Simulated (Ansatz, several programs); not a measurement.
MgS built on the rocksalt prototype, relaxed with r2SCAN in Ansatz (plane waves, PAW): it is cubic, Fm-3m (No. 225); a = 5.203 Å in the conventional setting, 17.61 Å³ an atom. Around Mg lie 6 S at 2.60 Å; around S lie 6 Mg at 2.60 Å. The cell was then scaled with its shape and fractional coordinates held. The values are computed, spin-unpolarised, and not measurements.

```csv
V (Å³/atom),E (meV/atom)
16.550,17.53
17.079,4.16
17.607,0.00
18.663,14.28
```

Q: Pass a cubic E = c₀ + c₁u + c₂u² + c₃u³, with u = V − 17.475 Å³, through these points.

A: c₀ = 0.25, c₁ = -3.802, c₂ = 14.799, c₃ = -1.3943 (meV and Å³).

Q: Where is the minimum, and what bulk modulus follows?

A: dE/du = 0 at u = +0.131, so V₀ = 17.61 Å³. B = V₀ d²E/dV² = 17.61 × (2c₂ + 6c₃u) = 17.61 × 28.504 = 502 meV/Å³, and 1 meV/Å³ is 0.16022 GPa: 80 GPa. A third-order Birch-Murnaghan fit to all five points gives 17.61 Å³ and 80 GPa.

Q: Predict the energy and the pressure at the withheld volume, 18.135 Å³.

A: With u = +0.660: E ≈ 3.79 meV and P = −dE/dV ≈ -2.23 GPa. The run gives 3.74 meV and, from its stress, -2.22 GPa.
